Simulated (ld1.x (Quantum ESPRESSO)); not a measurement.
**Co: generating and testing a TM potential**

Task: generate the file, and judge it by its errors in other configurations, its logarithmic derivatives, its ghosts and its cutoff.

Program: ld1.x (Quantum ESPRESSO) 7.5. Reference atom: PBE, scalar-relativistic, spherical and spin-unpolarised. All values are calculated.

### 1 The atom and the settings

The settings as typed:

```json
{
  "element": "cobalt (Co, Z = 27)",
  "type": "norm-conserving Troullier–Martins (Kleinman–Bylander form)",
  "frozen core": "[Ar]",
  "valence charge": "9",
  "reference configuration": "3d7 4s1 4p1",
  "partial waves": "4s (bound): rc 2.25 bohr; 4p (bound): rc 2.40 bohr; 3d (bound): rc 1.15 bohr",
  "local potential": "the d channel",
  "core correction": "a·sin(br)/r model core inside 1.05 bohr"
}
```

The outer shells as boxes (Hund's rule for the drawing; the calculation is spin-unpolarised):

```
[Ar] core
3d [↑↓][↑↓][↑ ][↑ ][↑ ]
4s [↑ ]
4p [↑ ][  ][  ]
```

### 2 The generation run

Co.in reads:

```
 &input
   title='Co', zed=27., rel=1, dft='PBE', iswitch=3,
   config='[Ar] 3d7 4s1 4p1',
   nld=3, rlderiv=2.60, eminld=-3.0, emaxld=5.0, deld=0.02
 /
 &inputp
   pseudotype=2, tm=.true., lloc=2,
   nlcc=.true., rcore=1.05,
   file_pseudopw='Co.UPF', file_wfcaegen='ae.wfc', file_wfcncgen='nc.wfc', file_beta='beta', file_chi='chi'
 /
3
4S  1  0   1.00   0.00  2.25  2.25  0.0
4P  2  1   1.00   0.00  2.40  2.40  0.0
3D  3  2   7.00   0.00  1.15  1.15  0.0
 &test
   configts(1)='3d7 4s1 4p1'
 /
```

Started as:

```
$ ld1.x < Co.in > Co.out
```

Output in Co.out (without the banner and most projector matrices):

```text
     Program LD1 v.7.5
     --------------------------- All-electron run ----------------------------

     Co
     scalar relativistic calculation

     atomic number is 27.00
     dft =PBE   lsd =0 sic =0 latt =0  beta=0.20 tr2=1.0E-14
     Exchange-correlation= PBE
                           (   1   4   3   4   0   0   0)
     mesh =1193 r(mesh) =  99.89935 a.u. xmin = -7.00 dx = 0.01250
     1 Ry =  13.60569312 eV, c = 137.03599908

     n l     nl                  e(Ry)          e(Ha)          e(eV)
     1 0     1S 1( 2.00)      -558.2199      -279.1100     -7594.9688
     2 0     2S 1( 2.00)       -66.2053       -33.1027      -900.7695
     2 1     2P 1( 6.00)       -56.7199       -28.3600      -771.7137
     3 0     3S 1( 2.00)        -7.6633        -3.8317      -104.2649
     3 1     3P 1( 6.00)        -4.9613        -2.4807       -67.5022
     3 2     3D 1( 7.00)        -0.7359        -0.3680       -10.0128
     4 0     4S 1( 1.00)        -0.4867        -0.2434        -6.6223
     4 1     4P 1( 1.00)        -0.1558        -0.0779        -2.1191

     final scf error:  1.4E-15 reached in  29 iterations

     Etot =   -2785.975082 Ry,   -1392.987541 Ha,  -37905.122020 eV

     Ekin =    2821.947597 Ry,    1410.973799 Ha,   38394.553017 eV
     Encl =   -6670.647938 Ry,   -3335.323969 Ha,  -90758.788783 eV
     Eh   =    1181.238275 Ry,     590.619137 Ha,   16071.565474 eV
     Exc  =    -118.513016 Ry,     -59.256508 Ha,   -1612.451728 eV

     normalization and overlap integrals

     s(1S/1S) =  1.000000  <r> =   0.0562  <r2> =    0.0042  r(max) =   0.0366
     s(2S/2S) =  1.000000  <r> =   0.2555  <r2> =    0.0770  r(max) =   0.2131
     s(2P/2P) =  1.000000  <r> =   0.2250  <r2> =    0.0622  r(max) =   0.1723
     s(3S/3S) =  1.000000  <r> =   0.7738  <r2> =    0.6916  r(max) =   0.6648
     s(3P/3P) =  1.000000  <r> =   0.8162  <r2> =    0.7864  r(max) =   0.6816
     s(3D/3D) =  1.000000  <r> =   1.0585  <r2> =    1.5055  r(max) =   0.6648
     s(4S/4S) =  1.000000  <r> =   2.8088  <r2> =    9.1805  r(max) =   2.2629
     s(4P/4P) =  1.000000  <r> =   4.0803  <r2> =   19.9835  r(max) =   3.0931

     ------------------------ End of All-electron run ------------------------

     --------------------- Generating NC pseudopotential ---------------------

      Generating local pot.: lloc=2, matching radius rcloc =   1.1500

      Computing core charge for nlcc:

       r > 1.06 : true rho core
       r < 1.06 : rho core = a sin(br)/r    a=  10.05  b=   2.45

      Integrated core pseudo-charge :   6.13

      Wfc   4S  rcut= 2.235  Using Troullier-Martins method

      Wfc   4P  rcut= 2.409  Using Troullier-Martins method

     ------------------- End of pseudopotential generation -------------------

     [... the all-electron block is printed once more ...]


     Computing logarithmic derivative in   2.61283
     Computing logarithmic derivative in   2.61283
     Computing the partial wave expansion
     R is outside the sphere for l=    0 j= 0.00
     R is outside the sphere for l=    1 j= 0.00
       no projector for channel:   2

     ---------------------- Testing the pseudopotential ----------------------

     Co
     scalar relativistic calculation

     atomic number is 27.00   valence charge is  9.00
     dft =PBE   lsd =0 sic =0 latt =0  beta=0.20 tr2=1.0E-14
     mesh =1193 r(mesh) =  99.89935 xmin = -7.00 dx = 0.01250

     n l     nl             e AE (Ry)        e PS (Ry)    De AE-PS (Ry)
     3 2     3D   1( 7.00)       -0.73593       -0.73593        0.00000
     1 0     4S   1( 1.00)       -0.48673       -0.48673        0.00000
     2 1     4P   1( 1.00)       -0.15575       -0.15575       -0.00000

     eps = 8.3E-15  iter = 23

     Etot =   -2785.975082 Ry,   -1392.987541 Ha,  -37905.122020 eV
     Etotps =   -67.163007 Ry,     -33.581504 Ha,    -913.799269 eV

     Ekin =      98.463369 Ry,      49.231684 Ha,    1339.662377 eV
     Encl =    -196.767827 Ry,     -98.383914 Ha,   -2677.162676 eV
     Ehrt =      53.837791 Ry,      26.918896 Ha,     732.500464 eV
     Ecxc =     -23.329497 Ry,     -11.664749 Ha,    -317.413977 eV
     (Ecc =      -9.129864 Ry,      -4.564932 Ha,    -124.218129 eV)
     Epseu=       0.633157 Ry,       0.316579 Ha,       8.614543 eV

     ---------------------- End of pseudopotential test ----------------------
```

It took 1.5 s on 1 thread of Neoverse-V1, shared host. This counts the later configuration tests of the new file too.

Partial waves on a coarse radial grid (AE all-electron, PS pseudo):

```
r (bohr)    4p AE   4p PS
   0.120   0.1084  0.0017
   0.240   0.0402  0.0068
   0.360  -0.0852  0.0154
   0.480  -0.1657  0.0274
   0.600  -0.1868  0.0428
   0.720  -0.1629  0.0618
   0.840  -0.1124  0.0843
   0.960  -0.0487  0.1102
   1.080   0.0191  0.1393
   1.200   0.0860  0.1714
   1.320   0.1491  0.2058
   1.440   0.2070  0.2419
   1.560   0.2590  0.2787
   1.680   0.3052  0.3150
   1.800   0.3456  0.3498
   1.920   0.3806  0.3821
   2.040   0.4106  0.4109
   2.160   0.4359  0.4360
   2.280   0.4570  0.4570
   2.400   0.4742  0.4742
   2.520   0.4879  0.4879
   2.640   0.4984  0.4984
   2.760   0.5060  0.5060
   2.880   0.5110  0.5110
   3.000   0.5137  0.5137
   3.120   0.5143  0.5143
```

### 3 Transferability test

Co.test.in reads:

```
 &input
   title='Co', zed=27., rel=1, dft='PBE', iswitch=2,
   config='[Ar] 3d7 4s1 4p1'
 /
 &test
   file_pseudo='Co.UPF', nconf=8,
   configts(1)='3d7 4s1 4p1',
   configts(2)='3d7 4s2 4p0',
   configts(3)='3d7 4s1 4p0',
   configts(4)='3d7 4s0 4p0',
   configts(5)='3d8 4s1 4p0',
   configts(6)='3d6 4s2 4p0',
   configts(7)='3d5 4s0 4p0',
   configts(8)='3d7 4s0 4p1'
 /
```

Started as:

```
$ ld1.x < Co.test.in > Co.test.out
```

Co.test.out, the pseudopotential blocks, each with the warnings that came before it:

```text
     ---------------------- Testing the pseudopotential ----------------------

     Co
     scalar relativistic calculation

     atomic number is 27.00   valence charge is  9.00
     dft =PBE   lsd =0 sic =0 latt =0  beta=0.20 tr2=1.0E-14
     mesh =1193 r(mesh) =  99.89935 xmin = -7.00 dx = 0.01250

     n l     nl             e AE (Ry)        e PS (Ry)    De AE-PS (Ry)
     3 2     3D   1( 7.00)       -0.73593       -0.73593        0.00000
     1 0     4S   1( 1.00)       -0.48673       -0.48673        0.00000
     2 1     4P   1( 1.00)       -0.15575       -0.15575       -0.00000

     eps = 8.3E-15  iter = 23

     Etot =   -2785.975082 Ry,   -1392.987541 Ha,  -37905.122020 eV
     Etotps =   -67.163007 Ry,     -33.581504 Ha,    -913.799268 eV

     Ekin =      98.463369 Ry,      49.231684 Ha,    1339.662377 eV
     Encl =    -196.767827 Ry,     -98.383914 Ha,   -2677.162676 eV
     Ehrt =      53.837791 Ry,      26.918896 Ha,     732.500464 eV
     Ecxc =     -23.329497 Ry,     -11.664749 Ha,    -317.413977 eV
     (Ecc =      -9.129864 Ry,      -4.564932 Ha,    -124.218129 eV)
     Epseu=       0.633157 Ry,       0.316579 Ha,       8.614543 eV

     ---------------------- End of pseudopotential test ----------------------

     ---------------------- Testing the pseudopotential ----------------------

     Co
     scalar relativistic calculation

     atomic number is 27.00   valence charge is  9.00
     dft =PBE   lsd =0 sic =0 latt =0  beta=0.20 tr2=1.0E-14
     mesh =1193 r(mesh) =  99.89935 xmin = -7.00 dx = 0.01250

     n l     nl             e AE (Ry)        e PS (Ry)    De AE-PS (Ry)
     3 2     3D   1( 7.00)       -0.60298       -0.60467        0.00169
     1 0     4S   1( 2.00)       -0.40202       -0.40176       -0.00025
     2 1     4P   1( 0.00)       -0.09383       -0.09385        0.00002

     eps = 7.1E-15  iter = 18

     Etot =   -2786.294851 Ry,   -1393.147426 Ha,  -37909.472698 eV
     Etotps =   -67.482664 Ry,     -33.741332 Ha,    -918.148416 eV
     dEtot_ae =      -0.319769 Ry
     dEtot_ps =      -0.319656 Ry,   Delta E=      -0.000112 Ry

     Ekin =      97.753979 Ry,      48.876990 Ha,    1330.010641 eV
     Encl =    -197.654430 Ry,     -98.827215 Ha,   -2689.225514 eV
     Ehrt =      54.952637 Ry,      27.476318 Ha,     747.668710 eV
     Ecxc =     -23.431545 Ry,     -11.715773 Ha,    -318.802413 eV
     (Ecc =      -9.129864 Ry,      -4.564932 Ha,    -124.218129 eV)
     Epseu=       0.896695 Ry,       0.448348 Ha,      12.200160 eV

     ---------------------- End of pseudopotential test ----------------------

     ---------------------- Testing the pseudopotential ----------------------

     Co
     scalar relativistic calculation

     atomic number is 27.00   valence charge is  9.00
     dft =PBE   lsd =0 sic =0 latt =0  beta=0.20 tr2=1.0E-14
     mesh =1193 r(mesh) =  99.89935 xmin = -7.00 dx = 0.01250

     n l     nl             e AE (Ry)        e PS (Ry)    De AE-PS (Ry)
     3 2     3D   1( 7.00)       -1.24646       -1.24283       -0.00363
     1 0     4S   1( 1.00)       -0.93803       -0.93856        0.00053
     2 1     4P   1( 0.00)       -0.54886       -0.54936        0.00050

     eps = 6.3E-15  iter = 19

     Etot =   -2785.631149 Ry,   -1392.815574 Ha,  -37900.442564 eV
     Etotps =   -66.818894 Ry,     -33.409447 Ha,    -909.117363 eV
     dEtot_ae =       0.343934 Ry
     dEtot_ps =       0.344114 Ry,   Delta E=      -0.000180 Ry

     Ekin =      98.520868 Ry,      49.260434 Ha,    1340.444696 eV
     Encl =    -192.424710 Ry,     -96.212355 Ha,   -2618.071548 eV
     Ehrt =      49.563692 Ry,      24.781846 Ha,     674.348387 eV
     Ecxc =     -23.071423 Ry,     -11.535712 Ha,    -313.902704 eV
     (Ecc =      -9.129864 Ry,      -4.564932 Ha,    -124.218129 eV)
     Epseu=       0.592679 Ry,       0.296339 Ha,       8.063806 eV

     ---------------------- End of pseudopotential test ----------------------

     ---------------------- Testing the pseudopotential ----------------------

     Co
     scalar relativistic calculation

     atomic number is 27.00   valence charge is  9.00
     dft =PBE   lsd =0 sic =0 latt =0  beta=0.20 tr2=1.0E-14
     mesh =1193 r(mesh) =  99.89935 xmin = -7.00 dx = 0.01250

     n l     nl             e AE (Ry)        e PS (Ry)    De AE-PS (Ry)
     3 2     3D   1( 7.00)       -1.98916       -1.98097       -0.00819  !
     1 0     4S   1( 0.00)       -1.53869       -1.54281        0.00412
     2 1     4P   1( 0.00)       -1.07841       -1.08216        0.00375

     eps = 4.5E-16  iter = 14

     Etot =   -2784.397424 Ry,   -1392.198712 Ha,  -37883.656885 eV
     Etotps =   -65.583103 Ry,     -32.791551 Ha,    -892.303570 eV
     dEtot_ae =       1.577658 Ry
     dEtot_ps =       1.579905 Ry,   Delta E=      -0.002246 Ry

     Ekin =      99.588897 Ry,      49.794448 Ha,    1354.975969 eV
     Encl =    -186.467876 Ry,     -93.233938 Ha,   -2537.024702 eV
     Ehrt =      43.987710 Ry,      21.993855 Ha,     598.483289 eV
     Ecxc =     -22.691834 Ry,     -11.345917 Ha,    -308.738125 eV
     (Ecc =      -9.129864 Ry,      -4.564932 Ha,    -124.218129 eV)

     ---------------------- End of pseudopotential test ----------------------

     ---------------------- Testing the pseudopotential ----------------------

     Co
     scalar relativistic calculation

     atomic number is 27.00   valence charge is  9.00
     dft =PBE   lsd =0 sic =0 latt =0  beta=0.20 tr2=1.0E-14
     mesh =1193 r(mesh) =  99.89935 xmin = -7.00 dx = 0.01250

     n l     nl             e AE (Ry)        e PS (Ry)    De AE-PS (Ry)
     3 2     3D   1( 8.00)       -0.31141       -0.30417       -0.00724  !
     1 0     4S   1( 1.00)       -0.32150       -0.32710        0.00560  !
     2 1     4P   1( 0.00)       -0.05948       -0.06193        0.00245

     eps = 5.0E-15  iter = 21

     Etot =   -2786.383253 Ry,   -1393.191627 Ha,  -37910.675469 eV
     Etotps =   -67.563768 Ry,     -33.781884 Ha,    -919.251890 eV
     dEtot_ae =      -0.408171 Ry
     dEtot_ps =      -0.400760 Ry,   Delta E=      -0.007411 Ry

     Ekin =     101.282717 Ry,      50.641359 Ha,    1378.021573 eV
     Encl =    -202.643219 Ry,    -101.321610 Ha,   -2757.101456 eV
     Ehrt =      57.368046 Ry,      28.684023 Ha,     780.532026 eV
     Ecxc =     -23.917049 Ry,     -11.958525 Ha,    -325.408029 eV
     (Ecc =      -9.129864 Ry,      -4.564932 Ha,    -124.218129 eV)
     Epseu=       0.345737 Ry,       0.172869 Ha,       4.703997 eV

     ---------------------- End of pseudopotential test ----------------------

     Warning: n=2, l=1 expected 0 nodes, found 1
     ---------------------- Testing the pseudopotential ----------------------

     Co
     scalar relativistic calculation

     atomic number is 27.00   valence charge is  9.00
     dft =PBE   lsd =0 sic =0 latt =0  beta=0.20 tr2=1.0E-14
     mesh =1193 r(mesh) =  99.89935 xmin = -7.00 dx = 0.01250

     n l     nl             e AE (Ry)        e PS (Ry)    De AE-PS (Ry)
     3 2     3D   1( 6.00)       -1.67487       -1.70257        0.02770  !
     1 0     4S   1( 2.00)       -1.06776       -1.06157       -0.00619  !
     2 1     4P   1( 0.00)       -0.63474       -0.63474        0.00000

     eps = 4.9E-15  iter = 26

     Etot =   -2785.179005 Ry,   -1392.589502 Ha,  -37894.290832 eV
     Etotps =   -66.353377 Ry,     -33.176689 Ha,    -902.783686 eV
     dEtot_ae =       0.796078 Ry
     dEtot_ps =       0.809630 Ry,   Delta E=      -0.013553 Ry

     Ekin =      92.405118 Ry,      46.202559 Ha,    1257.235680 eV
     Encl =    -184.328691 Ry,     -92.164345 Ha,   -2507.919603 eV
     Ehrt =      46.315121 Ry,      23.157560 Ha,     630.149319 eV
     Ecxc =     -22.325634 Ry,     -11.162817 Ha,    -303.755727 eV
     (Ecc =      -9.129864 Ry,      -4.564932 Ha,    -124.218129 eV)
     Epseu=       1.580709 Ry,       0.790355 Ha,      21.506644 eV

     ---------------------- End of pseudopotential test ----------------------

     Warning: n=1, l=0 expected 0 nodes, found 1
     ---------------------- Testing the pseudopotential ----------------------

     Co
     scalar relativistic calculation

     atomic number is 27.00   valence charge is  9.00
     dft =PBE   lsd =0 sic =0 latt =0  beta=0.20 tr2=1.0E-14
     mesh =1193 r(mesh) =  99.89935 xmin = -7.00 dx = 0.01250

     n l     nl             e AE (Ry)        e PS (Ry)    De AE-PS (Ry)
     3 2     3D   1( 5.00)       -4.84765       -4.95988        0.11222  !
     1 0     4S   1( 0.00)       -3.32737       -3.32737        0.00000
     2 1     4P   1( 0.00)       -2.68132       -2.68132        0.00000

     eps = 8.3E-15  iter = 10

     Etot =   -2777.692752 Ry,   -1388.846376 Ha,  -37792.435173 eV
     Etotps =   -58.800500 Ry,     -29.400250 Ha,    -800.021565 eV
     dEtot_ae =       8.282330 Ry
     dEtot_ps =       8.362507 Ry,   Delta E=      -0.080177 Ry

     Ekin =      85.238153 Ry,      42.619076 Ha,    1159.724149 eV
     Encl =    -150.149042 Ry,     -75.074521 Ha,   -2042.881795 eV
     Ehrt =      25.800713 Ry,      12.900356 Ha,     351.036581 eV
     Ecxc =     -19.690324 Ry,      -9.845162 Ha,    -267.900499 eV
     (Ecc =      -9.129864 Ry,      -4.564932 Ha,    -124.218129 eV)

     ---------------------- End of pseudopotential test ----------------------

     ---------------------- Testing the pseudopotential ----------------------

     Co
     scalar relativistic calculation

     atomic number is 27.00   valence charge is  9.00
     dft =PBE   lsd =0 sic =0 latt =0  beta=0.20 tr2=1.0E-14
     mesh =1193 r(mesh) =  99.89935 xmin = -7.00 dx = 0.01250

     n l     nl             e AE (Ry)        e PS (Ry)    De AE-PS (Ry)
     3 2     3D   1( 7.00)       -1.35700       -1.35316       -0.00384
     1 0     4S   1( 0.00)       -1.00643       -1.00743        0.00100
     2 1     4P   1( 1.00)       -0.60637       -0.60694        0.00056

     eps = 5.5E-15  iter = 21

     Etot =   -2785.236570 Ry,   -1392.618285 Ha,  -37895.074046 eV
     Etotps =   -66.424070 Ry,     -33.212035 Ha,    -903.745513 eV
     dEtot_ae =       0.738512 Ry
     dEtot_ps =       0.738937 Ry,   Delta E=      -0.000425 Ry

     Ekin =      99.309249 Ry,      49.654624 Ha,    1351.171163 eV
     Encl =    -191.690806 Ry,     -95.845403 Ha,   -2608.086287 eV
     Ehrt =      48.700153 Ry,      24.350076 Ha,     662.599334 eV
     Ecxc =     -22.980561 Ry,     -11.490280 Ha,    -312.666454 eV
     (Ecc =      -9.129864 Ry,      -4.564932 Ha,    -124.218129 eV)
     Epseu=       0.237895 Ry,       0.118948 Ha,       3.236731 eV

     ---------------------- End of pseudopotential test ----------------------
```

Excitation and ionisation energies from 3d7 4s1 4p1, with the error of the potential. A star marks tests that logged a warning.

| valence configuration | charge | ΔE all-electron (eV) | error AE − PS (meV) |
| --- | --- | --- | --- |
| 3d7 4s2 4p0 | 0 | -4.351 | -1.5 |
| 3d7 4s1 4p0 | +1 | 4.679 | -2.4 |
| 3d7 4s0 4p0 | +2 | 21.465 | -31 |
| 3d8 4s1 4p0 | 0 | -5.553 | -101 |
| 3d6 4s2 4p0 * | +1 | 10.831 | -184 |
| 3d5 4s0 4p0 * | +4 | 112.687 | -1091 |
| 3d7 4s0 4p1 | +1 | 10.048 | -5.8 |

### 4 Scattering by logarithmic derivatives

Taken from the files of the generation run. The phase is arctan(r·u′/u) with u = r·R, unwrapped, with energies in Ry. A pole is an energy at which the radial function vanishes at the test radius. The pseudo phase is shifted by a multiple of π to meet the all-electron one at the reference energy. Levels narrower than the energy grid can be missing from the poles. The last column is the largest difference on the grid between −1 and +1 Ry.

| channel | radius (bohr) | reference (Ry) | poles AE | poles PS | window around the reference with phases within 0.05 rad (Ry) | largest difference near zero (rad) |
| --- | --- | --- | --- | --- | --- | --- |
| s | 2.61 | -0.49 | 1.18 | 1.03, 3.28 | below 1.5 | 0.018 |
| p | 2.61 | -0.16 | 2.19 | 2.01 | below 2.8 | 0.012 |
| d | 2.61 | -0.74 | -0.64, 3.97 | -0.64, 4.08 | the whole range | 0.009 |

Phases (rad) along the scan:

```
E (Ry)    s AE    s PS    d AE    d PS
 -3.00   1.301   1.299   1.353   1.353
 -2.52   1.261   1.259   1.333   1.333
 -2.04   1.199   1.196   1.304   1.304
 -1.56   1.084   1.081   1.257   1.257
 -1.08   0.808   0.804   1.117   1.118
 -0.60  -0.098  -0.098  -1.631  -1.631
 -0.12  -1.078  -1.081  -1.876  -1.875
  0.36  -1.384  -1.394  -2.017  -2.014
  0.84  -1.513  -1.532  -2.263  -2.254
  1.32  -1.590  -1.627  -2.911  -2.874
  1.80  -1.648  -1.744  -3.913  -3.874
  2.28  -1.701  -2.261  -4.351  -4.332
  2.76  -1.761  -4.515  -4.528  -4.515
  3.24  -1.841  -4.705  -4.623  -4.612
  3.72  -1.974  -4.783  -4.686  -4.676
  4.20  -2.267  -4.846  -4.735  -4.724
  4.68  -3.076  -4.918  -4.780  -4.766
```

### 5 Plane-wave convergence, by spherical Bessel functions

This step uses the generator's waves and projectors in a separate script. Basis: spherical Bessel functions vanishing at 20 bohr, q² up to the cutoff; potential fixed at the reference.

All-electron valence levels (Ry): 4s -0.4867, 4p -0.1557, 3d -0.7359. The lowest levels of each channel (Ry) by cutoff; the last column sums, over occupied levels, occupation times the distance from the level at 400 Ry. A positive value at high cutoff is not a bound level.

```
cutoff (Ry)      s #1     s #2      p #1     p #2     d #1    f #1  Σ f·Δε (mRy)
          8   -2.7048  -0.4824   -0.1552   0.0212   0.0318  0.0927        5378.7
         15  -10.0749  -0.4838   -0.1558   0.0211   0.0308  0.0927        5369.8
         25  -17.7622  -0.4865   -1.9758  -0.1557   0.0293  0.0927        5356.7
         40  -23.0849  -0.4867   -6.0342  -0.1557   0.0231  0.0927        5313.0
         55  -25.0393  -0.4867   -8.6360  -0.1557  -0.0430  0.0927        4850.8
         80  -26.0954  -0.4867  -10.5911  -0.1557  -0.3820  0.0927        2477.3
        110  -26.3433  -0.4867  -11.1867  -0.1557  -0.6596  0.0927         534.1
        160  -26.3585  -0.4867  -11.2829  -0.1557  -0.7344  0.0927          10.7
        180  -26.3599  -0.4867  -11.2831  -0.1557  -0.7356  0.0927           2.0
        230  -26.3627  -0.4867  -11.2843  -0.1557  -0.7358  0.0927           1.3
        260  -26.3632  -0.4867  -11.2849  -0.1557  -0.7358  0.0927           0.8
        350  -26.3634  -0.4867  -11.2853  -0.1557  -0.7359  0.0927           0.1
        400  -26.3635  -0.4867  -11.2853  -0.1557  -0.7359  0.0927           0.0
```

The sum stays within 10 mRy from 180 Ry and within 1 mRy from 260 Ry. The sum leaves out empty levels, which can need more. Ghost test: ghost states, bound below the all-electron valence or empty levels of the same l: s at -358.7 eV, p at -153.5 eV.

### 6 What came out

| quantity | value |
| --- | --- |
| cutoffs for 10 and 1 mRy, occupied levels | 180 Ry and 260 Ry |
| bound ghosts | s at -358.69 eV, p at -153.54 eV |
| largest test error (AE − PS) | -1091 meV, for 3d5 4s0 4p0 (one of 2 tests with a warning) |
| largest phase difference near zero energy, channels read | 0.018 rad |

A bound ghost (s, p) makes it unfit for use: electrons can fall into a state that the atom doesn't have. By total energies transferability is poor: the largest error is 1091 meV on 112.7 eV, for 3d5 4s0 4p0. That test lies far up in energy; among those under 40 eV, nearer to bonding, the largest error is 184 meV. The potential is very hard: the looser tolerance needs 180 Ry. The slowest occupied level is 3d: taken alone it needs 180 Ry to come within 1 mRy, against 21 Ry for 4s. Near zero energy the phases of the channels with partial waves agree within 0.018 rad. These are tests on the free atom; a crystal test is still owed.
